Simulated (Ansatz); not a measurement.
# GeH₂ + CH₄: a complex and its separated parts

The complex below is one end of an elementary step. How strongly is it bound against its free parts?

Computed with Ansatz 0.2.0, Gaussian basis. Level: PBE0-D4/def2-TZVP structures, single points in def2-TZVPP, no counterpoise correction.

Levels: SPW92, PBE-D4, BLYP-D4, r2SCAN-D4, B97M-V, PBE0-D4, B3LYP-D4, r2SCAN0-D4, BHLYP-D4, CAM-B3LYP-D4, wB97X-V, wB97M-V, B2PLYP, PBE-QIDH, RPA on PBE, Hartree-Fock, MP2, CCSD, CCSD(T).

Cores are frozen in the correlated methods. Filled d shells of the heavier atoms are correlated. B3LYP uses VWN-RPA correlation. B2PLYP carries no dispersion term here.

94 further runs of the same task are left out: 94 set aside as unsound or not needed.

### 1 Where the work starts

The complex: 8 atoms, charge 0, spin multiplicity 1.

Atoms are counted from 1 here; the program's logs count them from 0.

Bond lengths: Ge1–H4 1.597 Å, Ge1–H5 1.594 Å, C2–H3 1.103 Å, C2–H6 1.090 Å, C2–H7 1.088 Å, C2–H8 1.091 Å. Angles: H4–Ge1–H5 90.8°, H3–C2–H6 105.6°, H3–C2–H7 109.0°, H3–C2–H8 113.3°, H6–C2–H7 110.8°, H6–C2–H8 108.4°, H7–C2–H8 109.7°.

Coordinates:

```xyz
8

Ge   -1.3150    0.4739    1.1953
C     0.6529   -0.6793   -0.5193
H    -0.0974    0.1075   -0.7029
H    -1.8091    1.3454   -0.0484
H    -0.1662    1.5332    1.5090
H     1.5416   -0.3716   -1.0712
H     0.2732   -1.6266   -0.8958
H     0.9202   -0.7824    0.5331
```

Its parts: GeH₂ holds atoms 1, 4, 5; CH₄ holds atoms 2, 3, 6, 7, 8. Each part counts its atoms afresh in its own runs.

### 2 Relaxing GeH₂ alone

File relax-a/in.yaml:

```yaml
crystal:
  periodic: [false, false, false]
  atoms:
    - {symbol: Ge, position_ang: [-1.315042, 0.473859, 1.195319]}
    - {symbol: H, position_ang: [-1.809139, 1.345385, -0.048368]}
    - {symbol: H, position_ang: [-0.166238, 1.533159, 1.509031]}
basis:
  gaussian: {orbitals: def2-TZVP}
hamiltonian: {xc: pbe0, dispersion: d4}
relax: {f_tol: 0.005, max_steps: 200}
```

Command:

```
$ ansatz run in.yaml --threads 2 --pin off --events-out ev --progress --plain --max-ram 4352MiB
```

The runs that follow: Relaxing CH₄ alone; SPW92/def2-TZVPP; PBE-D4/def2-TZVPP; BLYP-D4/def2-TZVPP; r2SCAN-D4/def2-TZVPP; B97M-V/def2-TZVPP; PBE0-D4/def2-TZVPP; B3LYP-D4/def2-TZVPP; r2SCAN0-D4/def2-TZVPP; BHLYP-D4/def2-TZVPP; CAM-B3LYP-D4/def2-TZVPP; wB97X-V/def2-TZVPP; wB97M-V/def2-TZVPP; B2PLYP/def2-TZVPP; PBE-QIDH/def2-TZVPP; RPA on PBE/def2-TZVPP; CCSD(T)/def2-TZVPP; Vibrations of GeH₂; Vibrations of CH₄.

Q: Predict the outcome of this session. Wanted: complex less parts, CCSD(T)/def2-TZVPP; with zero-point energy; largest T1 diagnostic.

The runs gave:

```
                              quantity      value
complex less parts, CCSD(T)/def2-TZVPP  -0.115 eV
                with zero-point energy  -0.036 eV
                 largest T1 diagnostic      0.012
```

In words: At CCSD(T) the complex lies 0.115 eV below its parts. BHLYP-D4 is the best functional here (+0.003 eV from CCSD(T)); SPW92 is the worst (-0.289 eV). Mean unsigned error by rung: LDA 0.289, GGA 0.064, meta-GGA 0.056, hybrid 0.038, range-separated hybrid 0.017, double hybrid 0.033 eV. PBE-D4 gives a relative energy 0.099 eV too low, an error of 86 % of the reference. No counterpoise was applied, and triple zeta lacks some correlation, so the CCSD(T) reference has a basis error of its own, and close matches with it are partly luck. The restricted Hartree–Fock reference is unstable towards an unrestricted one at one or more of these structures.
